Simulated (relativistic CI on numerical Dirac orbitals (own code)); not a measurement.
**Ar⁹⁺: one ion under different settings**

How much do the settings matter for Ar⁹⁺? One ion, several inputs.

Method: Dirac-Coulomb-Breit CI, KLI orbitals optimised for each configuration, model QED (radiative potential, 1s self-energy scaled to tabulated hydrogen-like ionisation energies), numerical settings as typed. Code: relativistic CI on numerical Dirac orbitals (own code) version 3.

### 1 What is computed

| Property | Result |
| --- | --- |
| ion | Ar⁹⁺ (Ar X) |
| nuclear charge | 18 |
| electrons | 9 |
| isotope | A = 40 |

### 2 Usual settings

Settings of the run:

```ini
atom Ar  Z=18  charge=9  electrons=9
nucleus A=40  rms_radius_fm=3.4274
hamiltonian dirac-coulomb  breit=on  qed=on  c_scale=1
orbitals kli  potential=per-configuration
slater_scale 1
correlation none
mixing on
grid step=0.0125 r_max=10.3
scf mixing=0.4 start=green max_iterations=150 tolerance=2e-08 node_fill=0.05
configurations
  [He] 2s2 2p5
  [He] 2s 2p6
  [He] 2s2 2p4 3s
end
```

Command:

```bash
$ python run_levels.py task.json out
```

One command runs all members of the session, one after another, from task.json.

### 3 Grid step 0.008, Breit term off

Settings of the run:

```ini
atom Ar  Z=18  charge=9  electrons=9
nucleus A=40  rms_radius_fm=3.4274
hamiltonian dirac-coulomb  breit=off  qed=on  c_scale=1
orbitals kli  potential=per-configuration
slater_scale 1
correlation none
mixing on
grid step=0.008 r_max=10.3
scf mixing=0.4 start=green max_iterations=150 tolerance=2e-08 node_fill=0.05
configurations
  [He] 2s2 2p5
  [He] 2s 2p6
  [He] 2s2 2p4 3s
end
```

### 4 Tolerance 1e-06, speed-of-light factor 10, potential mixing 0.9

Settings of the run:

```ini
atom Ar  Z=18  charge=9  electrons=9
nucleus A=40  rms_radius_fm=3.4274
hamiltonian dirac-coulomb  breit=on  qed=on  c_scale=10
orbitals kli  potential=per-configuration
slater_scale 1
correlation none
mixing on
grid step=0.0125 r_max=10.3
scf mixing=0.9 start=green max_iterations=150 tolerance=1e-06 node_fill=0.05
configurations
  [He] 2s2 2p5
  [He] 2s 2p6
  [He] 2s2 2p4 3s
end
```

### 5 Potential mixing 0.1, end of the grid 30.9

Settings of the run:

```ini
atom Ar  Z=18  charge=9  electrons=9
nucleus A=40  rms_radius_fm=3.4274
hamiltonian dirac-coulomb  breit=on  qed=on  c_scale=1
orbitals kli  potential=per-configuration
slater_scale 1
correlation none
mixing on
grid step=0.0125 r_max=30.9
scf mixing=0.1 start=green max_iterations=150 tolerance=2e-08 node_fill=0.05
configurations
  [He] 2s2 2p5
  [He] 2s 2p6
  [He] 2s2 2p4 3s
end
```

### 6 Speed-of-light factor 2

Settings of the run:

```ini
atom Ar  Z=18  charge=9  electrons=9
nucleus A=40  rms_radius_fm=3.4274
hamiltonian dirac-coulomb  breit=on  qed=on  c_scale=2
orbitals kli  potential=per-configuration
slater_scale 1
correlation none
mixing on
grid step=0.0125 r_max=10.3
scf mixing=0.4 start=green max_iterations=150 tolerance=2e-08 node_fill=0.05
configurations
  [He] 2s2 2p5
  [He] 2s 2p6
  [He] 2s2 2p4 3s
end
```

### 7 Node fill 50

Settings of the run:

```ini
atom Ar  Z=18  charge=9  electrons=9
nucleus A=40  rms_radius_fm=3.4274
hamiltonian dirac-coulomb  breit=on  qed=on  c_scale=1
orbitals kli  potential=per-configuration
slater_scale 1
correlation none
mixing on
grid step=0.0125 r_max=10.3
scf mixing=0.4 start=green max_iterations=65 tolerance=2e-08 node_fill=50
configurations
  [He] 2s2 2p5
  [He] 2s 2p6
  [He] 2s2 2p4 3s
end
```

(Steps that only read results are left out.)

What does the calculation give? Wanted: lowest level, usual settings; total energy; first excitation.

As calculated:

| setting | total energy less usual (Ha) | largest shift of a level among the lowest eight of both runs, same label and place (cm⁻¹) | SCF iterations | time | lowest level | kind of change |
| --- | --- | --- | --- | --- | --- | --- |
| usual | 0 | 0 | 27 | 0.07 s | 2p5 2P°3/2 | - |
| grid step 0.008, Breit term off | -0.123 | 1520 | 27 | 0.12 s | 2p5 2P°3/2 | model term |
| tolerance 1e-06, speed-of-light factor 10, potential mixing 0.9 | 1.69 | 24800 | 18 | 0.09 s | 2p5 2P°3/2 | unphysical constant |
| potential mixing 0.1, end of the grid 30.9 | 0 | 0 | 30 | 0.1 s | 2p5 2P°3/2 | numerical |
| speed-of-light factor 2 | 1.29 | 18800 | 27 | 0.082 s | 2p5 2P°3/2 | unphysical constant |
| node fill 50 | 0.0658 | 10800 | 31 | 0.08 s | 2p5 2P°3/2 | unsound |

| quantity | value |
| --- | --- |
| lowest level, usual settings | 2p5 2P°3/2 |
| total energy | -492.1118 Ha |
| first excitation | 18004.1 cm⁻¹ |

Among the runs whose levels can be followed, they move most under «tolerance 1e-06, speed-of-light factor 10, potential mixing 0.9» (unphysical constant), by up to 24800 cm⁻¹. No visible change in the result comes from «potential mixing 0.1, end of the grid 30.9». Only the listed configurations are in the model.
